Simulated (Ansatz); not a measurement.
# C3H12AlN: the cost of one run

Method: the settings change from run to run; program: Ansatz 0.2.0, Gaussian basis.

### Step 1. The geometry

An earlier PBE0-D4 in a triple-zeta def2 set relaxation fixed the geometry.

SMILES `C[NH2+][AlH-]([CH3])[CH3]`, 17 atoms, charge 0, spin multiplicity 1.

Atoms are counted from 1 here; the program's logs count them from 0.

Bond lengths: C1–N2 1.469 Å, C1–H6 1.092 Å, C1–H7 1.089 Å, C1–H8 1.089 Å, N2–Al3 2.062 Å, N2–H9 1.016 Å, N2–H10 1.016 Å, Al3–C4 1.979 Å, Al3–C5 1.979 Å, Al3–H11 1.614 Å, C4–H12 1.096 Å, C4–H13 1.096 Å, C4–H14 1.096 Å, C5–H15 1.096 Å, C5–H16 1.096 Å, C5–H17 1.096 Å. Angles: N2–C1–H6 112.4°, N2–C1–H7 108.8°, N2–C1–H8 108.8°, H6–C1–H7 109.3°, H6–C1–H8 109.3°, H7–C1–H8 108.2°, C1–N2–Al3 115.6°, C1–N2–H9 110.4°, C1–N2–H10 110.4°, Al3–N2–H9 106.9°, Al3–N2–H10 106.9°, H9–N2–H10 106.0°, N2–Al3–C4 101.7°, N2–Al3–C5 101.7°, N2–Al3–H11 96.7°, C4–Al3–C5 117.9°, C4–Al3–H11 116.6°, C5–Al3–H11 116.6° and more.

### Step 2. r2SCAN0/pcseg-2

Set apart from the defaults: a grid of angular degree 23, the search for lower states set to full.

Contents of in.yaml:

```yaml
crystal:
  periodic: [false, false, false]
  atoms:
    - {symbol: C, position_ang: [0.363760, 1.043667, -1.626772]}
    - {symbol: N, position_ang: [1.034184, 0.939294, -0.323662]}
    - {symbol: Al, position_ang: [0.165461, -0.355253, 1.025504]}
    - {symbol: C, position_ang: [0.290787, -2.080368, 0.063987]}
    - {symbol: C, position_ang: [-1.628290, 0.448412, 1.255165]}
    - {symbol: H, position_ang: [0.866765, 1.741740, -2.299576]}
    - {symbol: H, position_ang: [0.336240, 0.056892, -2.087339]}
    - {symbol: H, position_ang: [-0.662328, 1.373195, -1.468176]}
    - {symbol: H, position_ang: [1.078305, 1.848633, 0.126400]}
    - {symbol: H, position_ang: [1.996795, 0.638425, -0.443088]}
    - {symbol: H, position_ang: [1.222399, -0.116917, 2.222226]}
    - {symbol: H, position_ang: [-0.001191, -2.905624, 0.723091]}
    - {symbol: H, position_ang: [1.307706, -2.309594, -0.275652]}
    - {symbol: H, position_ang: [-0.368587, -2.138408, -0.809341]}
    - {symbol: H, position_ang: [-1.591487, 1.510092, 1.526225]}
    - {symbol: H, position_ang: [-2.260714, 0.357959, 0.364822]}
    - {symbol: H, position_ang: [-2.168706, -0.052345, 2.066287]}
basis:
  gaussian: {orbitals: pcseg-2, final_grid: {core_spheres: 8, valence_spheres: 7, degree: 23}}
hamiltonian: {xc: {name: r2SCAN0}}
scf: {lower_state_search: full}
output: {forces: true}
```

The run is started by

```
ansatz run in.yaml --threads 4 --pin off --events-out ev --progress --plain --max-ram 11315MiB
```

**Question.** How long does this run take on 4 threads of Arm Neoverse V2, shared host, and how much memory does it need?

About 6 s, with a peak of 1.1 GiB.
